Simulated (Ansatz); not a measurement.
# MoPt3 (R-3m) in Ansatz: equation of state

Aim: energy against volume of MoPt3 in PBEsol, for its equilibrium volume and stiffness.

All numbers are computed with Ansatz 0.2.0; they aren't measurements. Logs are shortened: lines on timing, memory, paths and dates and some standing lists are left out, and cuts for length are marked.

### Step 1. The crystal as given

The structure is trigonal, space group R-3m (No. 166). The conventional cell has a = 2.800 Å, b = 2.800 Å, c = 27.683 Å, α = 90.00°, β = 90.00°, γ = 120.00°. Pt (site symmetry 3m) has 3 Mo at 2.74 Å and 9 Pt at 2.80 to 2.89 Å as nearest neighbours. Pt (site symmetry -3m) has 12 Pt at 2.80 to 2.89 Å as nearest neighbours. Around Mo (site symmetry -3m) lie 6 Pt at 2.74 Å and 6 Mo at 2.80 Å.

The cell comes from a database or a generator and needn't be the stable form of this composition.

### Step 2. Equation of state, PBEsol

Potentials or basis: all-electron LAPW, scalar-relativistic.

No new run: the results of the series are fitted here.

Results:

```yaml
Equilibrium_volume: 15.03 Å³/atom
Bulk_modulus_at_fixed_shape_and_positions: 290 GPa
Pressure_derivative_of_the_bulk_modulus: 5.1
```

Energy against volume, from the lowest point:
```csv
volume (Å³/atom),energy (meV/atom)
14.726,5.71
15.039,0.00
15.352,6.07
15.666,22.51
15.979,48.10
16.292,81.71
16.606,122.37
```

Caveat: the cell was scaled at fixed shape and fractional positions, which overstates the stiffness of a crystal with free parameters, most of all of layers and chains.
